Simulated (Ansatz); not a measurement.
# H7NO4Si: the cost of one run

The runs use Ansatz 0.2.0, Gaussian basis; PBE0-D4, def2-SVP first, then def2-TZVP.

152 further runs of the same task are left out: 152 set aside as unsound or not needed.

## Step 1: The starting structure

The guess: 13 atoms, charge 0, spin multiplicity 1.

Atoms are counted from 1 here; the program's logs count them from 0.

Bond lengths: Si1–O3 1.640 Å, Si1–O4 1.632 Å, Si1–O5 1.623 Å, Si1–N7 1.865 Å, O2–H8 0.955 Å, O3–H9 0.952 Å, O4–H10 0.954 Å, O5–H11 0.956 Å, H6–N7 1.157 Å, N7–H12 1.011 Å, N7–H13 1.011 Å. Angles: O3–Si1–O4 100.9°, O3–Si1–O5 103.2°, O3–Si1–N7 91.6°, O4–Si1–O5 121.2°, O4–Si1–N7 118.0°, O5–Si1–N7 113.9°, Si1–O3–H9 118.2°, Si1–O4–H10 117.9°, Si1–O5–H11 115.4°, Si1–N7–H6 86.4°, Si1–N7–H12 114.6°, Si1–N7–H13 113.3°, H6–N7–H12 116.4°, H6–N7–H13 116.0°, H12–N7–H13 108.8°.

Coordinates:

```
Si   -0.0498   -0.5440    0.1619
O    -0.0446    1.5615    0.7598
O     0.1183   -1.9055   -0.7373
O    -1.6488   -0.5828    0.4862
O     1.0528   -0.7375    1.3377
H     0.3903    1.4226   -0.5338
N     0.5325    0.5252   -1.2509
H    -0.8731    2.0351    0.7836
H    -0.1106   -2.7388   -0.3384
H    -2.0045    0.0944    1.0562
H     1.2164    0.0345    1.8771
H    -0.0619    0.5042   -2.0679
H     1.4830    0.3311   -1.5340
```

Distances that are to change: Si1–N7 1.87 Å, O2–H6 1.37 Å, Si1–O2 2.19 Å, H6–N7 1.16 Å.

## Step 2: Relaxing the guess with the reacting distances held

hold/in.yaml

```yaml
crystal:
  periodic: [false, false, false]
  atoms:
    - {symbol: Si, position_ang: [-0.049800, -0.544000, 0.161900]}
    - {symbol: O, position_ang: [-0.044600, 1.561500, 0.759800]}
    - {symbol: O, position_ang: [0.118300, -1.905500, -0.737300]}
    - {symbol: O, position_ang: [-1.648800, -0.582800, 0.486200]}
    - {symbol: O, position_ang: [1.052800, -0.737500, 1.337700]}
    - {symbol: H, position_ang: [0.390300, 1.422600, -0.533800]}
    - {symbol: N, position_ang: [0.532500, 0.525200, -1.250900]}
    - {symbol: H, position_ang: [-0.873100, 2.035100, 0.783600]}
    - {symbol: H, position_ang: [-0.110600, -2.738800, -0.338400]}
    - {symbol: H, position_ang: [-2.004500, 0.094400, 1.056200]}
    - {symbol: H, position_ang: [1.216400, 0.034500, 1.877100]}
    - {symbol: H, position_ang: [-0.061900, 0.504200, -2.067900]}
    - {symbol: H, position_ang: [1.483000, 0.331100, -1.534000]}
basis:
  gaussian: {orbitals: def2-SVP}
hamiltonian: {xc: pbe0, dispersion: d4}
relax: {f_tol: 0.04, max_steps: 150, escape_saddle: false, constraints: [{distance: [0, 6]}, {distance: [1, 5]}, {distance: [0, 1]}, {distance: [5, 6]}]}
```

Run with:

```bash
> ansatz run in.yaml --threads 8 --pin off --events-out ev --progress --plain --max-ram 19148MiB
```

**Question.** How long does this run take on 8 threads of Intel Xeon at 2.70GHz, shared host?

About 20 s.
